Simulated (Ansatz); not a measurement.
# Sn3PbSe4: the cost of one run

Program: Ansatz 0.2.0. Level of theory: DFT PBE, scalar-relativistic, plane waves, PAW. These are calculated values, not measurements.

1 further run of the same task is left out (it didn't finish).

### 1 The starting structure

It takes space group I4/mmm (No. 139, tetragonal). The conventional cell has a = 6.111 Å, b = 6.111 Å, c = 12.222 Å, α = 90.00°, β = 90.00°, γ = 90.00°. Sn (site symmetry -4m2) is surrounded by 6 Se at 3.06 Å. Sn (site symmetry 4/mmm) has 6 Se at 3.06 Å as nearest neighbours. Around Pb (site symmetry 4/mmm) lie 6 Se at 3.06 Å. Se (site symmetry 4mm) has 5 Sn at 3.06 Å and 1 Pb at 3.06 Å as nearest neighbours. Around Se (site symmetry mmm) lie 4 Sn at 3.06 Å and 2 Pb at 3.06 Å.

Coordinates:

```xyz
8
Lattice="-3.0556 3.0556 6.1112 3.0556 -3.0556 6.1112 3.0556 3.0556 -6.1112" Properties=species:S:1:pos:R:3 pbc="T T T"
Sn    0.0000    3.0556    3.0556
Sn    0.0000    0.0000    6.1112
Sn    3.0556    0.0000    3.0556
Pb    0.0000    0.0000    0.0000
Se    0.0000    0.0000    9.1668
Se    0.0000    3.0556    0.0000
Se    0.0000    0.0000    3.0556
Se    3.0556    0.0000    0.0000
```

The start is an ordering of an alloy on its end members' structure types: elements ordered on the sites of the SnSe type, Pb/Sn on Sn (I4/mmm, No. 139).

### 2 The guess as it stands, on a coarse mesh

File input.yaml:

```yaml
crystal:
  lattice:
    - [-3.05558943, 3.05558943, 6.11117885]
    - [3.05558943, -3.05558943, 6.11117885]
    - [3.05558943, 3.05558943, -6.11117885]
  atoms:
    - { symbol: Sn, position: [0.75, 0.25, 0.5] }
    - { symbol: Sn, position: [0.5, 0.5, 0.0] }
    - { symbol: Sn, position: [0.25, 0.75, 0.5] }
    - { symbol: Pb, position: [0.0, 0.0, 0.0] }
    - { symbol: Se, position: [0.75, 0.75, 0.0] }
    - { symbol: Se, position: [0.5, 0.0, 0.5] }
    - { symbol: Se, position: [0.25, 0.25, 0.0] }
    - { symbol: Se, position: [0.0, 0.5, 0.5] }
basis:
  ecutwfc: 420
kpoints:
  mp_grid: { grid: [4, 4, 4] }
hamiltonian:
  xc: pbe
scf:
  occupations: { method: gaussian, width: 0.1 }
  lower_state_search: "off"
output:
  forces: true
  stress: true
  eigenvalues: true
```

Command:

```sh
$ ansatz run input.yaml --threads 1 --pin off --max-ram 2560MiB --backend cpu --events-out ev --progress --plain --runs-dir out
```

What time and memory should one allow on 1 thread of Arm Neoverse V2, shared host?

About 12 s, with a peak of 0.59 GiB.
